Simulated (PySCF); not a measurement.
# [Tb(BH4)2]2+: other functionals and bases at one geometry

How far do other levels of theory move the description of [Tb(BH4)2]2+, and what does each cost? It is a constructed species; whether it can be made isn't addressed.

The runs use PySCF 2.14.0; several levels, as the steps say, no spin–orbit coupling.

1 further run of the same task is left out (for a known fault of the program).

**1. Where the work starts**

11 atoms, charge 2, spin multiplicity 1.

Bond lengths: Tb1–B2 2.281 Å, Tb1–H4 2.000 Å, Tb1–H5 2.138 Å, Tb1–H6 1.999 Å, Tb1–B7 2.281 Å, Tb1–H9 2.000 Å, Tb1–H10 2.138 Å, Tb1–H11 1.999 Å, B2–H3 1.196 Å, B2–H4 1.314 Å, B2–H5 1.268 Å, B2–H6 1.313 Å, B7–H8 1.196 Å, B7–H9 1.314 Å, B7–H10 1.268 Å, B7–H11 1.313 Å. Angles: B2–Tb1–H4 35.0°, B2–Tb1–H5 33.1°, B2–Tb1–H6 34.9°, B2–Tb1–B7 110.7°, B2–Tb1–H9 84.5°, B2–Tb1–H10 142.5°, B2–Tb1–H11 98.0°, H4–Tb1–H5 58.7°, H4–Tb1–H6 58.7°, H4–Tb1–B7 84.5°, H4–Tb1–H9 72.9°, H4–Tb1–H10 117.2°, H4–Tb1–H11 63.6°, H5–Tb1–H6 58.0°, H5–Tb1–B7 142.5°, H5–Tb1–H9 117.2°, H5–Tb1–H10 175.6°, H5–Tb1–H11 118.9° and more.

As a file:

```xyz
11
charge 2, multiplicity 1
Tb    0.00000    0.00000   -0.43129
B     1.87722   -0.01081    0.86527
H     2.74708    0.01563    1.68525
H     0.87586   -0.80187    1.17783
H     2.11677   -0.28803   -0.34830
H     1.17079    1.09159    0.76586
B    -1.87722    0.01081    0.86527
H    -2.74708   -0.01563    1.68525
H    -0.87586    0.80187    1.17783
H    -2.11677    0.28803   -0.34830
H    -1.17079   -1.09159    0.76586
```

Formal oxidation states: Tb +4. Each metal's 7 4f electrons lie in its core potential, so multiplicities, spins and levels count the valence alone. An earlier session relaxed this geometry at PBE0, Tb lcecp-2-SVP with ECP53, B def2-SVP, H def2-SVP (singlet, point group C2).

At PBE0 on the finer grid: E = -96.963429 Eh, frontier levels not given, since the 4f levels lie in the core, Mulliken charge on Tb1 +1.34 e, largest force component 0.019 eV/Å. 

Levels to run: B3LYP; PBE; PBE0, TZVP. Hardware: 2 threads of Arm Neoverse V1, shared host.

**2. B3LYP**

The input, run.py (the lines that set the calculation):

```python
mol = gto.M(atom='''
Tb     0.00000     0.00000    -0.43129
B      1.87722    -0.01081     0.86527
H      2.74708     0.01563     1.68525
H      0.87586    -0.80187     1.17783
H      2.11677    -0.28803    -0.34830
H      1.17079     1.09159     0.76586
B     -1.87722     0.01081     0.86527
H     -2.74708    -0.01563     1.68525
H     -0.87586     0.80187     1.17783
H     -2.11677     0.28803    -0.34830
H     -1.17079    -1.09159     0.76586''',
    basis={'Tb': 'lcecp-2-SVP', 'B': 'def2-SVP', 'H': 'def2-SVP'},
    ecp={'Tb': 'lcecp-2-SVP'},
    charge=2, spin=0)
mf = dft.RKS(mol, xc='B3LYP')
mf.grids.atom_grid = (75, 302)  # f atoms: unpruned, at least (60, 302)
mf = mf.density_fit()  # fitting sets: Tb AutoAux, B def2-universal-JKFIT, H def2-universal-JKFIT
mf.conv_tol = 1e-08; mf.max_cycle = 55
mf.kernel(dm0)  # dm0: the density of the relaxed state
```

The run is started by

```console
$ OMP_NUM_THREADS=2 python run.py
```

**3. PBE**

run.py (the lines that set the calculation): that of step 2 with these lines changed.

```diff
@@ -15,3 +15,3 @@
     charge=2, spin=0)
-mf = dft.RKS(mol, xc='B3LYP')
+mf = dft.RKS(mol, xc='PBE')
 mf.grids.atom_grid = (75, 302)  # f atoms: unpruned, at least (60, 302)
```

**4. PBE0, TZVP**

Basis: Tb lcecp-2-TZVP with ECP53, B def2-TZVP, H def2-TZVP. 

run.py (the lines that set the calculation): that of step 3 with these lines changed.

```diff
@@ -12,6 +12,6 @@
 H     -1.17079    -1.09159     0.76586''',
-    basis={'Tb': 'lcecp-2-SVP', 'B': 'def2-SVP', 'H': 'def2-SVP'},
-    ecp={'Tb': 'lcecp-2-SVP'},
+    basis={'Tb': 'lcecp-2-TZVP', 'B': 'def2-TZVP', 'H': 'def2-TZVP'},
+    ecp={'Tb': 'lcecp-2-TZVP'},
     charge=2, spin=0)
-mf = dft.RKS(mol, xc='PBE')
+mf = dft.RKS(mol, xc='PBE0')
 mf.grids.atom_grid = (75, 302)  # f atoms: unpruned, at least (60, 302)
@@ -19,2 +19,2 @@
 mf.conv_tol = 1e-08; mf.max_cycle = 55
-mf.kernel(dm0)  # dm0: the density of the relaxed state
+mf.kernel(dm0)  # dm0: free metal ions and neutral atoms
```

Before running it: what results should come out? Wanted: for each run, charge on Tb1; dipole; largest force.

As calculated:

| level | state | charge on Tb1 (e) | dipole (D) | largest force (eV/Å) | basis functions | time |
| --- | --- | --- | --- | --- | --- | --- |
| PBE0 (relaxed here) | singlet | 1.34 | 0.68 | 0.02 | 98 | 17 s |
| B3LYP | singlet | 1.22 | 0.67 | 0.42 | 98 | 6 s |
| PBE | singlet | 1.12 | 0.27 | 0.64 | 98 | 6.9 s |
| PBE0, TZVP | singlet | 1.27 | 0.75 | 0.29 | 157 | 14 s |

Times are on 2 threads of Arm Neoverse V1, shared host; the first row also made further properties. The dipole of a charged species depends on the origin, so these sizes hold for this origin alone.

The largest leftover force, 0.64 eV/Å with PBE, stands at a geometry relaxed at another level. The Mulliken charge on Tb spans +1.12 to +1.34 e over the levels. With 4f in the core, its levels are missing from HOMO and gap. Total energies of different levels can't be compared. Spin–orbit coupling is left out throughout.
